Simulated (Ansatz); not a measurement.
# AlAsH3+ (triplet): the correlation ladder, cc-pVDZ

The task here is to estimate one member of a computed series from the others.

The runs use Ansatz 0.2.0, Gaussian basis; cc-pVDZ, core rule «outside noble gas», up to 19 orbitals frozen.

Plan: UHF; CCSD(T) on ROHF; CCSD(T) on UHF; BCCD(T) on ROHF; CISD; CCSDT(Q) on ROHF; CCSDT(Q) on UHF.

24 further runs of the same task are left out: 3 for a known fault of the program, 9 that didn't finish, 12 set aside as unsound or not needed.

## The system

The geometry is a PBE0/def2-TZVP stationary point (not a proven minimum) of the parent state, kept for this charge and spin. No spin-orbit coupling is included. The filled d shell of As may be among the frozen orbitals whatever the setting's name suggests; the logs give the count.

5 atoms, charge 1, spin multiplicity 3.

Atoms are counted from 1 here; the program's logs count them from 0.

Bond lengths: Al1–As2 2.440 Å, Al1–H3 1.587 Å, Al1–H4 1.587 Å, As2–H5 1.528 Å. Angles: As2–Al1–H3 121.9°, As2–Al1–H4 117.9°, H3–Al1–H4 120.2°, Al1–As2–H5 91.0°.

As a file:

```xyz
5

Al    0.00000    0.02046    1.75077
As    0.00000   -0.02776   -0.68884
H     0.00000    1.38379    2.56313
H     0.00000   -1.36780    2.51990
H     0.00000    1.49947   -0.74675
```

The first run:

in.yaml reads:

```yaml
crystal:
  periodic: [false, false, false]
  atoms:
    - {symbol: Al, position_ang: [0.000000, 0.020463, 1.750773]}
    - {symbol: As, position_ang: [0.000000, -0.027757, -0.688843]}
    - {symbol: H, position_ang: [0.000000, 1.383794, 2.563130]}
    - {symbol: H, position_ang: [0.000000, -1.367803, 2.519896]}
    - {symbol: H, position_ang: [0.000000, 1.499472, -0.746751]}
basis:
  gaussian: {orbitals: cc-pVDZ}
total_charge: 1
magnetization: {spin_polarized: true, initial_magnetization: 2}
hamiltonian: {xc: hf}
output: {orbitals: {seedname: orbitals}}
```

Launch:

```sh
$ ansatz run in.yaml --threads 1 --pin off --events-out ev --progress --plain --max-ram 2393MiB
```

Steps of the session up to this table: UHF; CCSD(T) on ROHF; CCSD(T) on UHF; BCCD(T) on ROHF; CISD; CCSDT(Q) on ROHF; CCSDT(Q) on UHF.

One table of the session follows, with a row left open; its other results are not shown here.

```
   method  from UCCSDT(Q) (meV)
     ROHF               +4919.6
      UHF               +4780.0
     RMP2               +1169.1
     UMP2               +1169.3
     CISD                +479.5
    RCCSD                     ?
    UCCSD                +135.9
 RCCSD(T)                 +40.6
 UCCSD(T)                 +32.6
  BCCD(T)                 +39.9
   RCCSDT                 +12.5
   UCCSDT                  +4.2
RCCSDT(Q)                  +8.2
UCCSDT(Q)                     0
```

**Question.** Estimate the row for RCCSD.

As computed: from UCCSDT(Q) (meV): +147.1. In the column «from UCCSDT(Q) (meV)» it lies between UCCSD (+135.9) and CISD (+479.5).

To keep in mind: Restricted and unrestricted rows rest on different reference determinants; where their highest levels disagree by more than a few hundredths of an eV, they describe different states and don't form one ladder.
